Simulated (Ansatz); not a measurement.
# SiH4O2 + H2S: a complex and its separated parts, part 2 of 2

Ansatz 0.2.0, Gaussian basis.

## Step 13: CAM-B3LYP-D4/def2-TZVPP

The inputs:

parta/in.yaml

```yaml
crystal:
  periodic: [false, false, false]
  atoms:
    - {symbol: Si, position_ang: [0.086491, -0.020341, -1.248606]}
    - {symbol: H, position_ang: [-0.116275, 0.228495, -2.694488]}
    - {symbol: H, position_ang: [0.985723, -1.166457, -0.981374]}
    - {symbol: O, position_ang: [-1.428387, -0.299843, -0.680928]}
    - {symbol: O, position_ang: [0.835452, 1.246009, -0.520103]}
    - {symbol: H, position_ang: [-1.517688, -0.588739, 0.228452]}
    - {symbol: H, position_ang: [0.472468, 2.121304, -0.663282]}
basis:
  gaussian: {orbitals: def2-TZVPP}
hamiltonian: {xc: {name: CAM-B3LYP}, dispersion: d4}
```

partb/in.yaml

```yaml
crystal:
  periodic: [false, false, false]
  atoms:
    - {symbol: S, position_ang: [-0.305253, -0.457175, 2.498943]}
    - {symbol: H, position_ang: [0.458077, 0.412154, 1.820160]}
    - {symbol: H, position_ang: [0.529295, -1.475207, 2.241226]}
basis:
  gaussian: {orbitals: def2-TZVPP}
hamiltonian: {xc: {name: CAM-B3LYP}, dispersion: d4}
```

Each run has its own folder and the same command.

Run with:

```sh
$ ansatz run in.yaml --threads 4 --pin off --events-out ev --progress --plain --max-ram 9574MiB
```

parta printed, shortened:

```text
Functional definition: CAM-B3LYP
  name "CAM-B3LYP"
  cite "Yanai, Tew & Handy, Chem. Phys. Lett. 393, 51 (2004) doi:10.1016/j.cplett.2004.06.011"
  cite "Iikura, Tsuneda, Yanai & Hirao, J. Chem. Phys. 115, 3540 (2001) doi:10.1063/1.1383587"
  cite "Becke, Phys. Rev. A 38, 3098 (1988) doi:10.1103/PhysRevA.38.3098"
  cite "Lee, Yang & Parr, Phys. Rev. B 37, 785 (1988) doi:10.1103/PhysRevB.37.785"
[...]
  # Exact exchange under (alpha + beta erf(omega r))/r, Becke's under what is left of 1/r.
[...]
829 factors; their error is unknown
207 factors; integrals over basis functions are off by at most 1.4e-5 eV
[...]
mean field -12040.61816452 eV, -442.4845561219 hartree, gradient 6.7e-5 eV, S^2 0.000000; 0 other end points of the search recorded, 0 dependent functions left out
reference -12040.61827039 eV, -442.4845600128 hartree; 17, 17 occupied and 143, 143 virtual orbitals, 829 factors
Total energy: -12040.69555677 eV, -442.4874002346 hartree
```

Log of partb, shortened:

```text
[... 6 set-up lines as earlier in the session ...]
[...]
  # Exact exchange under (alpha + beta erf(omega r))/r, Becke's under what is left of 1/r.
[...]
414 factors; their error is unknown
87 factors; integrals over basis functions are off by at most 9.9e-5 eV
[...]
mean field -10868.61809480 eV, -399.4143479698 hartree, gradient 1.9e-5 eV, S^2 0.000000; 0 other end points of the search recorded, 0 dependent functions left out
reference -10868.61817188 eV, -399.4143508025 hartree; 9, 9 occupied and 61, 61 virtual orbitals, 414 factors
Total energy: -10868.63012704 eV, -399.4147901466 hartree
```

Wall times: 1.4 s (parta), 0.35 s (partb) on 4 threads of Intel Xeon Platinum 8259CL at 2.50GHz, shared host.

## Step 14: wB97X-V/def2-TZVPP

Each input of step 13 (parta, partb) changes in the same lines:

```diff
-hamiltonian: {xc: {name: CAM-B3LYP}, dispersion: d4}
+hamiltonian: {xc: {name: wB97X-V}}
```

One command serves all of them, each in its own folder.

Run with:

```sh
$ ansatz run in.yaml --threads 4 --pin off --events-out ev --progress --plain --max-ram 9574MiB
```

Log of parta, shortened:

```text
Functional definition: wB97X-V
  name "wB97X-V"
  cite "Mardirossian & Head-Gordon, Phys. Chem. Chem. Phys. 16, 9904 (2014) doi:10.1039/C3CP54374A"
[... 2 set-up lines as earlier in the session ...]
[...]
      + integral(e_c_pw_opposite_spin*poly(b97_u_opposite, cos0, cos1)) + vv10(b, c)
829 factors; their error is unknown
190 factors; integrals over basis functions are off by at most 1.1e-5 eV
[...]
mean field -12038.94131528 eV, -442.4229330492 hartree, gradient 8.4e-5 eV, S^2 0.000000; 0 other end points of the search recorded, 0 dependent functions left out
reference -12038.94131357 eV, -442.4229329864 hartree; 17, 17 occupied and 143, 143 virtual orbitals, 829 factors
Total energy: -12038.94131357 eV, -442.4229329864 hartree
```

Log of partb, shortened:

```text
[... 5 set-up lines as earlier in the session ...]
[...]
      + integral(e_c_pw_opposite_spin*poly(b97_u_opposite, cos0, cos1)) + vv10(b, c)
409 factors; their error is unknown
87 factors; integrals over basis functions are off by at most 4.4e-5 eV
[...]
mean field -10866.66389742 eV, -399.3425325410 hartree, gradient 7.8e-5 eV, S^2 0.000000; 0 other end points of the search recorded, 0 dependent functions left out
reference -10866.66389626 eV, -399.3425324982 hartree; 9, 9 occupied and 61, 61 virtual orbitals, 409 factors
Total energy: -10866.66389626 eV, -399.3425324982 hartree
```

Times: 3.1 s (parta), 0.6 s (partb) on 4 threads of Intel Xeon Platinum 8259CL at 2.50GHz, shared host.

## Step 15: wB97M-V/def2-TZVPP

Each input of step 14 (parta, partb) changes in the same lines:

```diff
-hamiltonian: {xc: {name: wB97X-V}}
+hamiltonian: {xc: {name: wB97M-V}}
```

Each run has its own folder and the same command.

Run with:

```sh
$ ansatz run in.yaml --threads 4 --pin off --events-out ev --progress --plain --max-ram 9574MiB
```

Log of parta, shortened:

```text
Functional definition: wB97M-V
  name "wB97M-V"
  cite "Mardirossian & Head-Gordon, J. Chem. Phys. 144, 214110 (2016) doi:10.1063/1.4952647"
[... 2 set-up lines as earlier in the session ...]
  # Of w^i u^j: cxij and so on, Table III.
[...]
  gx(w, u) = 1 - cx + cx01*u + cx10*w
[...]
      + integral(e_c_pw_mod_opposite_spin*gos(b97_w_opposite, b97_u_opposite)) + vv10(b, c)
829 factors; their error is unknown
190 factors; integrals over basis functions are off by at most 1.1e-5 eV
[...]
mean field -12039.70413181 eV, -442.4509660395 hartree, gradient 7.2e-5 eV, S^2 0.000000; 0 other end points of the search recorded, 0 dependent functions left out
reference -12039.70417366 eV, -442.4509675774 hartree; 17, 17 occupied and 143, 143 virtual orbitals, 829 factors
Total energy: -12039.70417366 eV, -442.4509675774 hartree
```

Log of partb, shortened:

```text
[... 5 set-up lines as earlier in the session ...]
  # Of w^i u^j: cxij and so on, Table III.
[...]
  gx(w, u) = 1 - cx + cx01*u + cx10*w
[...]
      + integral(e_c_pw_mod_opposite_spin*gos(b97_w_opposite, b97_u_opposite)) + vv10(b, c)
409 factors; their error is unknown
87 factors; integrals over basis functions are off by at most 4.4e-5 eV
[...]
mean field -10867.51056721 eV, -399.3736470818 hartree, gradient 7.8e-6 eV, S^2 0.000000; 0 other end points of the search recorded, 0 dependent functions left out
reference -10867.51059538 eV, -399.3736481171 hartree; 9, 9 occupied and 61, 61 virtual orbitals, 409 factors
Total energy: -10867.51059538 eV, -399.3736481171 hartree
```

Wall times: 3.8 s (parta), 0.7 s (partb) on 4 threads of Intel Xeon Platinum 8259CL at 2.50GHz, shared host.

## Step 16: B2PLYP/def2-TZVPP

The same edit goes into each in.yaml of step 15 (parta, partb):

```diff
-hamiltonian: {xc: {name: wB97M-V}}
+hamiltonian: {xc: {name: B2PLYP}}
```

One command serves all of them, each in its own folder.

Run with:

```sh
$ ansatz run in.yaml --threads 4 --pin off --events-out ev --progress --plain --max-ram 9574MiB
```

Log of parta, shortened:

```text
Functional definition: B2PLYP
  name "B2PLYP"
  cite "Grimme, J. Chem. Phys. 124, 034108 (2006) doi:10.1063/1.2148954"
[... 2 set-up lines as earlier in the session ...]
[...]
955 factors; integrals over basis functions are off by at most 8.7e-4 eV
[...]
mean field -12030.40296277 eV, -442.1091543819 hartree, gradient 1.7e-6 eV, S^2 0.000000; 0 other end points of the search recorded, 0 dependent functions left out
7 core orbitals not correlated: weight in the atoms' cores, before any rotation towards them, 1.000 or more for the frozen orbitals, at most 0.000 for the correlated occupied ones
reference -12030.40309933 eV, -442.1091594004 hartree; 10, 10 occupied and 143, 143 virtual orbitals, 955 factors
second order -19.91327578 eV of doubles, -0.00000000 eV of singles
Total energy: -12035.77968379 eV, -442.3067452349 hartree
```

Output in partb, shortened:

```text
[... 5 set-up lines as earlier in the session ...]
[...]
386 factors; integrals over basis functions are off by at most 1.0e-3 eV
[...]
mean field -10863.10109428 eV, -399.2116019405 hartree, gradient 3.7e-6 eV, S^2 0.000000; 0 other end points of the search recorded, 0 dependent functions left out
5 core orbitals not correlated: weight in the atoms' cores, before any rotation towards them, 1.000 or more for the frozen orbitals, at most 0.000 for the correlated occupied ones
reference -10863.10119418 eV, -399.2116056116 hartree; 4, 4 occupied and 61, 61 virtual orbitals, 386 factors
second order -6.35675656 eV of doubles, -0.00000000 eV of singles
Total energy: -10864.81751845 eV, -399.2746793652 hartree
```

Wall times: 2.4 s (parta), 0.4 s (partb) on 4 threads of Intel Xeon Platinum 8259CL at 2.50GHz, shared host.

## Step 17: PBE-QIDH/def2-TZVPP

Each input of step 16 (parta, partb) changes in the same lines:

```diff
-hamiltonian: {xc: {name: B2PLYP}}
+hamiltonian: {xc: {name: PBE-QIDH}}
```

The same command starts each run, in its folder.

Run with:

```sh
$ ansatz run in.yaml --threads 4 --pin off --events-out ev --progress --plain --max-ram 9574MiB
```

Log of parta, shortened:

```text
Functional definition: PBE-QIDH
  name "PBE-QIDH"
  cite "Brémond, Sancho-García, Pérez-Jiménez & Adamo, J. Chem. Phys. 141, 031101 (2014) doi:10.1063/1.4890314"
[... 1 set-up line as earlier in the session ...]
[...]
955 factors; integrals over basis functions are off by at most 8.7e-4 eV
[...]
mean field -12024.93870397 eV, -441.9083465748 hartree, gradient 2.5e-6 eV, S^2 0.000000; 0 other end points of the search recorded, 0 dependent functions left out
7 core orbitals not correlated: weight in the atoms' cores, before any rotation towards them, 1.000 or more for the frozen orbitals, at most 0.000 for the correlated occupied ones
reference -12024.93871427 eV, -441.9083469533 hartree; 10, 10 occupied and 143, 143 virtual orbitals, 955 factors
second order -18.54056770 eV of doubles, -0.00000000 eV of singles
Total energy: -12031.11890351 eV, -442.1354647186 hartree
```

Output in partb, shortened:

```text
[... 4 set-up lines as earlier in the session ...]
[...]
386 factors; integrals over basis functions are off by at most 1.0e-3 eV
[...]
mean field -10860.20505884 eV, -399.1051746010 hartree, gradient 1.1e-6 eV, S^2 0.000000; 0 other end points of the search recorded, 0 dependent functions left out
5 core orbitals not correlated: weight in the atoms' cores, before any rotation towards them, 1.000 or more for the frozen orbitals, at most 0.000 for the correlated occupied ones
reference -10860.20506562 eV, -399.1051748502 hartree; 4, 4 occupied and 61, 61 virtual orbitals, 386 factors
second order -5.89906809 eV of doubles, -0.00000000 eV of singles
Total energy: -10862.17142165 eV, -399.1774371015 hartree
```

Times: 2.3 s (parta), 0.4 s (partb) on 4 threads of Intel Xeon Platinum 8259CL at 2.50GHz, shared host.

## Step 18: RPA on PBE/def2-TZVPP

Each input of step 17 (parta, partb) changes in the same lines:

```diff
-hamiltonian: {xc: {name: PBE-QIDH}}
+hamiltonian: {xc: pbe}
+correlation: {method: rpa}
```

Each run has its own folder and the same command.

Run with:

```sh
$ ansatz run in.yaml --threads 4 --pin off --events-out ev --progress --plain --max-ram 9574MiB
```

Log of parta, shortened:

```text
[... 4 set-up lines as earlier in the session ...]
[...]
955 factors; integrals over basis functions are off by at most 8.7e-4 eV
[...]
mean field -12032.96070864 eV, -442.2031498088 hartree, gradient 2.2e-6 eV, S^2 0.000000; 0 other end points of the search recorded, 0 dependent functions left out
7 core orbitals not correlated: weight in the atoms' cores, before any rotation towards them, 1.000 or more for the frozen orbitals, at most 0.000 for the correlated occupied ones
reference -12003.84391612 eV, -441.1331274199 hartree; 10, 10 occupied and 143, 143 virtual orbitals, 955 factors
Total energy: -12030.34837622 eV, -442.1071483631 hartree
```

Output in partb, shortened:

```text
[... 4 set-up lines as earlier in the session ...]
[...]
386 factors; integrals over basis functions are off by at most 1.0e-3 eV
[...]
mean field -10863.54266841 eV, -399.2278294902 hartree, gradient 1.7e-6 eV, S^2 0.000000; 0 other end points of the search recorded, 0 dependent functions left out
5 core orbitals not correlated: weight in the atoms' cores, before any rotation towards them, 1.000 or more for the frozen orbitals, at most 0.000 for the correlated occupied ones
reference -10849.04802445 eV, -398.6951611495 hartree; 4, 4 occupied and 61, 61 virtual orbitals, 386 factors
Total energy: -10858.41207935 eV, -399.0392838202 hartree
```

Wall times: 1.8 s (parta), 0.4 s (partb) on 4 threads of Intel Xeon Platinum 8259CL at 2.50GHz, shared host.

## Step 19: CCSD(T)/def2-TZVPP

The same edit goes into each in.yaml of step 18 (parta, partb):

```diff
-hamiltonian: {xc: pbe}
-correlation: {method: rpa}
+correlation: {method: ccsd_t}
```

The same command starts each run, in its folder.

Run with:

```sh
$ ansatz run in.yaml --threads 4 --pin off --events-out ev --progress --plain --max-ram 9574MiB
```

Log of parta, shortened:

```text
Functional definition: HF
  name "HF"
  cite "Fock, Z. Phys. 61, 126 (1930) doi:10.1007/BF01340294"
[... 1 set-up line as earlier in the session ...]
[...]
955 factors; integrals over basis functions are off by at most 8.7e-4 eV
[...]
mean field -12004.93187277 eV, -441.1731090893 hartree, gradient 1.5e-6 eV, S^2 0.000000; 0 other end points of the search recorded, 0 dependent functions left out
7 core orbitals not correlated: weight in the atoms' cores, before any rotation towards them, 1.000 or more for the frozen orbitals, at most 0.000 for the correlated occupied ones
reference -12004.93187277 eV, -441.1731090893 hartree; 10, 10 occupied and 143, 143 virtual orbitals, 955 factors
second order -16.59862879 eV of doubles, -0.00000000 eV of singles
cycle   1  -16.67890346 eV  change   -8.0e-2 eV  update   8.2e-2
[...]
cycle   9  -17.12975628 eV  change   -3.7e-6 eV  update   1.1e-5
perturbative correction -0.56039140 eV, -0.0205940042 hartree
Total energy: -12022.62202046 eV, -441.8232100259 hartree
```

partb printed, shortened:

```text
[... 4 set-up lines as earlier in the session ...]
[...]
386 factors; integrals over basis functions are off by at most 1.0e-3 eV
[...]
mean field -10849.38784075 eV, -398.7076491685 hartree, gradient 1.3e-6 eV, S^2 0.000000; 0 other end points of the search recorded, 0 dependent functions left out
5 core orbitals not correlated: weight in the atoms' cores, before any rotation towards them, 1.000 or more for the frozen orbitals, at most 0.000 for the correlated occupied ones
reference -10849.38784075 eV, -398.7076491685 hartree; 4, 4 occupied and 61, 61 virtual orbitals, 386 factors
second order -5.20087212 eV of doubles, -0.00000000 eV of singles
cycle   1  -5.68434942 eV  change   -4.8e-1 eV  update   4.9e-2
[...]
cycle   8  -5.86286015 eV  change    2.8e-6 eV  update   5.9e-6
perturbative correction -0.21792223 eV, -0.0080084941 hartree
Total energy: -10855.46862313 eV, -398.9311137991 hartree
```

Wall times: 9 s (parta), 0.45 s (partb) on 4 threads of Intel Xeon Platinum 8259CL at 2.50GHz, shared host; peak memory 1.2 GiB.

## Step 20: Vibrations of SiH4O2

File vib-parta/in.yaml:

```yaml
crystal:
  periodic: [false, false, false]
  atoms:
    - {symbol: Si, position_ang: [0.086491, -0.020341, -1.248606]}
    - {symbol: H, position_ang: [-0.116275, 0.228495, -2.694488]}
    - {symbol: H, position_ang: [0.985723, -1.166457, -0.981374]}
    - {symbol: O, position_ang: [-1.428387, -0.299843, -0.680928]}
    - {symbol: O, position_ang: [0.835452, 1.246009, -0.520103]}
    - {symbol: H, position_ang: [-1.517688, -0.588739, 0.228452]}
    - {symbol: H, position_ang: [0.472468, 2.121304, -0.663282]}
basis:
  gaussian: {orbitals: def2-TZVP}
hamiltonian: {xc: pbe0, dispersion: d4}
phonons: {temperatures: {t_min: 298.15, t_max: 900, t_step: 200}}
```

Run with:

```sh
$ ansatz run in.yaml --threads 4 --pin off --events-out ev --progress --plain --max-ram 9574MiB
```

Standard output, shortened:

```text
[... 5 set-up lines as earlier in the session ...]
[...]
746 factors; their error is unknown
[...]
mean field -12033.71774483 eV, -442.2309703758 hartree, gradient 5.2e-5 eV, S^2 0.000000; 0 other end points of the search recorded, 0 dependent functions left out
[...]
Atom 4 at     0.835452     1.246009    -0.520103 Å, force     0.000730     0.000909     0.000113 eV/Å
Atom 5 at    -1.517688    -0.588739     0.228452 Å, force     0.000011    -0.000900    -0.000114 eV/Å
Atom 6 at     0.472468     2.121304    -0.663282 Å, force    -0.000102     0.000148     0.000173 eV/Å
Dipole moment:    -0.094459     0.122946     0.160116 e Å
Vibrations: 246.89 283.65 367.02 618.26 749.63 822.69 872.73 886.95 924.58 967.47 970.09 2249.80 2251.41 3920.11 3922.00 cm⁻¹, zero-point energy 1.243147 eV
```

Run time: 31 s. Hardware: 4 threads of Intel Xeon Platinum 8259CL at 2.50GHz, shared host.

Wavenumbers and character of the modes:

| mode | wavenumber (cm⁻¹) | character |
| --- | --- | --- |
| 1 | 247 | torsion with bend |
| 2 | 284 | torsion |
| 3 | 367 | bend with torsion |
| 4 | 618 | bend with torsion |
| 5 | 750 | bend |
| 6 | 823 | Si–O stretch with bend |
| 7 | 873 | bend with Si–O stretch |
| 8 | 887 | bend with Si–O stretch |
| 9 | 925 | bend |
| 10 | 967 | Si–O stretch with bend |
| 11 | 970 | bend with torsion |
| 12 | 2250 | Si–H stretch |
| 13 | 2251 | Si–H stretch |
| 14 | 3920 | O–H stretch |
| 15 | 3922 | O–H stretch |

Vibrational sums (real modes only):

| T (K) | entropy (J/mol/K) | heat capacity (J/mol/K) |
| --- | --- | --- |
| 298 | 24.5 | 40.6 |
| 498 | 51.9 | 65.6 |
| 698 | 76.5 | 79.7 |
| 898 | 97.7 | 88.9 |

## Step 21: Vibrations of H2S

File vib-partb/in.yaml:

```yaml
crystal:
  periodic: [false, false, false]
  atoms:
    - {symbol: S, position_ang: [-0.305253, -0.457175, 2.498943]}
    - {symbol: H, position_ang: [0.458077, 0.412154, 1.820160]}
    - {symbol: H, position_ang: [0.529295, -1.475207, 2.241226]}
basis:
  gaussian: {orbitals: def2-TZVP}
hamiltonian: {xc: pbe0, dispersion: d4}
phonons: {temperatures: {t_min: 298.15, t_max: 900, t_step: 200}}
```

Run with:

```sh
$ ansatz run in.yaml --threads 4 --pin off --events-out ev --progress --plain --max-ram 9574MiB
```

Standard output, shortened:

```text
[... 5 set-up lines as earlier in the session ...]
[...]
359 factors; their error is unknown
[...]
mean field -10864.45046317 eV, -399.2611903325 hartree, gradient 4.8e-5 eV, S^2 0.000000; 0 other end points of the search recorded, 0 dependent functions left out
[...]
Total energy: -10864.46265908 eV, -399.2616385240 hartree
Atom 0 at    -0.305253    -0.457175     2.498943 Å, force    -0.001019    -0.000790     0.000815 eV/Å
Atom 1 at     0.458077     0.412154     1.820160 Å, force     0.000897     0.000041    -0.000557 eV/Å
Atom 2 at     0.529295    -1.475207     2.241226 Å, force     0.000122     0.000749    -0.000258 eV/Å
Dipole moment:     0.208137    -0.019365    -0.121988 e Å
Vibrations: 1209.01 2724.38 2739.74 cm⁻¹, zero-point energy 0.413681 eV
```

Wall time 1.9 s (4 threads of Intel Xeon Platinum 8259CL at 2.50GHz, shared host).

The modes, with what each moves most:

| mode | wavenumber (cm⁻¹) | character |
| --- | --- | --- |
| 1 | 1209 | bend |
| 2 | 2724 | S–H stretch |
| 3 | 2740 | S–H stretch |

Vibrational sums (real modes only):

| T (K) | entropy (J/mol/K) | heat capacity (J/mol/K) |
| --- | --- | --- |
| 298 | 0.2 | 0.8 |
| 498 | 1.2 | 3.7 |
| 698 | 3.0 | 7.0 |
| 898 | 5.1 | 10.2 |

## Step 22: Complex less separated parts

The complex's own energies come from single points at the same levels.

Rows are in def2-TZVPP; times add the 3 runs of a level on a shared host, so small differences are noise.

Differences are taken before rounding.

| method | rung | complex less parts (eV) | from CCSD(T) (eV) | time |
| --- | --- | --- | --- | --- |
| SPW92 | LDA | -0.374 | -0.177 | 2.2 s |
| PBE-D4 | GGA | -0.273 | -0.076 | 3.4 s |
| BLYP-D4 | GGA | -0.255 | -0.058 | 3.3 s |
| r2SCAN-D4 | meta-GGA | -0.235 | -0.038 | 5.2 s |
| B97M-V | meta-GGA | -0.227 | -0.030 | 11 s |
| PBE0-D4 | hybrid | -0.246 | -0.049 | 4.9 s |
| B3LYP-D4 | hybrid | -0.242 | -0.045 | 4.1 s |
| r2SCAN0-D4 | hybrid | -0.225 | -0.028 | 7.1 s |
| BHLYP-D4 | hybrid | -0.229 | -0.032 | 4 s |
| CAM-B3LYP-D4 | range-separated hybrid | -0.235 | -0.038 | 5.1 s |
| wB97X-V | range-separated hybrid | -0.217 | -0.021 | 11 s |
| wB97M-V | range-separated hybrid | -0.223 | -0.026 | 11 s |
| B2PLYP | double hybrid | -0.161 | +0.036 | 8.3 s |
| PBE-QIDH | double hybrid | -0.191 | +0.006 | 7.5 s |
| RPA on PBE | RPA | -0.164 | +0.033 | 6.5 s |
| Hartree-Fock | wavefunction | -0.029 | +0.168 |  |
| MP2 | wavefunction | -0.208 | -0.011 |  |
| CCSD | wavefunction | -0.167 | +0.030 |  |
| CCSD(T) | wavefunction | -0.197 | 0 | 70 s |

Among the levels timed on like hardware and quicker than the yardstick, those that no quicker one beats, quickest first: SPW92 (2.2 s, -0.177 eV); BLYP-D4 (3.3 s, -0.058 eV); BHLYP-D4 (4 s, -0.032 eV); r2SCAN0-D4 (7.1 s, -0.028 eV); PBE-QIDH (7.5 s, +0.006 eV).

For cost: PBE-QIDH gets within 0.006 eV in 7.5 s, where CCSD(T) took 70 s; the quickest level in the cost chart, SPW92, takes 2.2 s and misses by 0.177 eV.

The complex's zero-point energy, from a separate PBE0-D4 run, is 1.723 eV.

## Step 23: Outcome

What follows sums up all 2 parts.

```
                              quantity      value
complex less parts, CCSD(T)/def2-TZVPP  -0.197 eV
                with zero-point energy  -0.130 eV
                 largest T1 diagnostic      0.011
```

In words: At CCSD(T) the complex lies 0.197 eV below its parts. PBE-QIDH is the best functional here (+0.006 eV from CCSD(T)); SPW92 is the worst (-0.177 eV). Mean unsigned error by rung: LDA 0.177, GGA 0.067, meta-GGA 0.034, hybrid 0.039, range-separated hybrid 0.028, double hybrid 0.021 eV. PBE-D4 gives a relative energy 0.076 eV too low, outside chemical accuracy (1 kcal/mol, 0.043 eV). No counterpoise was applied, and triple zeta lacks some correlation, so the CCSD(T) reference has a basis error of its own, and close matches with it are partly luck.
